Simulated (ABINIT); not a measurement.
Here is an ABINIT 10.8.3 (patched build) calculation.

The input run.abi:

```
ndtset 2

pp_dirpath "./"
pseudos "Ta.GGA_PBE-JTH.xml, F.GGA_PBE-JTH.xml"

acell 3*1.0 Angstrom
rprim
     3.9012000000     0.0000000000     0.0000000000
     0.0000000000     3.9012000000     0.0000000000
     0.0000000000     0.0000000000     3.9012000000
ntypat 2
znucl 73 9
natom 4
typat 1 2 2 2
xred
     0.0000000000     0.0000000000     0.0000000000
     0.0000000000     0.0000000000     0.5000000000
     0.0000000000     0.5000000000     0.0000000000
     0.5000000000     0.0000000000     0.0000000000

ecut 28.0
pawecutdg 50.0
pawxcdev 0

ixc -116133

occopt 3
tsmear 0.05 eV

nstep 100

iomode 3
prtwf 0
prteig 0
prtebands 0
enunit 1
prtden1 1

kptopt1 1
ngkpt1 7 7 7
nshiftk1 1
shiftk1 0.0 0.0 0.0
nband1 21
tolvrs1 1.0e-9

iscf2 -2
getden2 1
nband2 27
nbdbuf2 4
tolwfr2 1.0e-11
kptopt2 -5
ndivsm2 8
prteig2 1
kptbounds2
     0.0000000000     0.0000000000     0.0000000000
     0.0000000000     0.5000000000     0.0000000000
     0.5000000000     0.5000000000     0.0000000000
     0.0000000000     0.0000000000     0.0000000000
     0.5000000000     0.5000000000     0.5000000000
     0.0000000000     0.5000000000     0.0000000000
```

Potentials or basis: JTH PAW PBE v2.0.

Launch:

```sh
$ abinit run.abi > log 2>&1
```

**Question.** Predict the pressure.

**Answer.** 19.9 GPa.

**Question.** What does it give for the band gap on the k mesh?

**Answer.** None (metal or under the smearing width).

Levels at the corners of the path, in eV from the Fermi level:
```csv
point,band 14,band 15,band 16,band 17,band 18,band 19,band 20,band 21
Γ,-9.14,-9.14,-9.14,-1.26,-1.26,-1.26,-0.46,2.61
X,-9.32,-9.15,-9.15,-1.17,0.38,0.38,2.24,2.45
M,-9.57,-9.57,-8.51,0.49,0.49,1.53,3.29,4.97
Γ,-9.14,-9.14,-9.14,-1.26,-1.26,-1.26,-0.46,2.61
R,-8.51,-8.51,-8.51,1.81,1.81,1.81,3.74,7.52
X,-9.32,-9.15,-9.15,-1.17,0.38,0.38,2.24,2.45
```

Caveat: the PAW data sets were made with another functional, which shifts forces and pressure a little; spin-orbit coupling is left out, which moves the levels of the heavy elements; the atomic spheres overlap.
